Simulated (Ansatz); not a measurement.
# InSO radical (SMILES [O]1[S][In]1): single points off equilibrium

The task here is to estimate one member of a computed series from the others.

Computed with Ansatz 0.2.0, Gaussian basis. Level: single points in def2-TZVPP.

Correlated methods freeze the cores. Filled d shells of the heavier atoms are correlated. Core potentials replace the inner electrons past krypton, and spin-orbit coupling is left out. Orbitals are unrestricted.

## Where the work starts

3 atoms, charge 0, spin multiplicity 2.

Atoms are counted from 1 here; the program's logs count them from 0.

Bond lengths: O1–S2 1.586 Å, O1–In3 2.243 Å, S2–In3 2.680 Å. Angles: S2–O1–In3 87.1°, O1–S2–In3 56.7°, O1–In3–S2 36.2°.

As a file:

```
O     0.2651    0.8721    0.2007
S    -1.0447    0.4149   -0.5686
In    0.8201   -1.2983    0.3083
```

Set-up of the first run:

Input file run/in.yaml:

```yaml
crystal:
  periodic: [false, false, false]
  atoms:
    - {symbol: O, position_ang: [0.265100, 0.872100, 0.200700]}
    - {symbol: S, position_ang: [-1.044700, 0.414900, -0.568600]}
    - {symbol: In, position_ang: [0.820100, -1.298300, 0.308300]}
basis:
  gaussian: {orbitals: def2-TZVPP}
magnetization: {spin_polarized: true, initial_magnetization: 1}
correlation: {method: ccsd_t}
scf: {omitted_lower_state_checks: [cluster_reference]}
output: {forces: true}
```

No record of the launch command was kept for these runs.

Steps of the session up to this table: CCSD(T)/def2-TZVPP; PBE0-D4/def2-TZVPP; wB97M-V/def2-TZVPP; r2SCAN-D4/def2-TZVPP; PBE-D4/def2-TZVPP; HSE06-D4/def2-TZVPP; SPW92/def2-TZVPP.

One table of the session follows, with a row left open; its other results are not shown here.

| method | RMS force component (eV/Å) | angle to CCSD(T) forces (°) | dipole (D) |
| --- | --- | --- | --- |
| CCSD(T) | 0.325 | reference | 2.97 |
| PBE0-D4 | ? | ? | ? |
| wB97M-V | 0.070 | 47.5 | 3.00 |
| r2SCAN-D4 | 0.201 | 27.6 | 2.68 |
| PBE-D4 | 0.453 | 30.8 | 2.67 |
| HSE06-D4 | 0.089 | 89.8 | 2.92 |
| SPW92 | 0.182 | 60.3 | 2.67 |

**Question.** Estimate the row for PBE0-D4.

As computed: RMS force component (eV/Å): 0.088; angle to CCSD(T) forces (°): 92.1; dipole (D): 2.93. In the column «RMS force component (eV/Å)» it lies between wB97M-V (0.070) and HSE06-D4 (0.089).
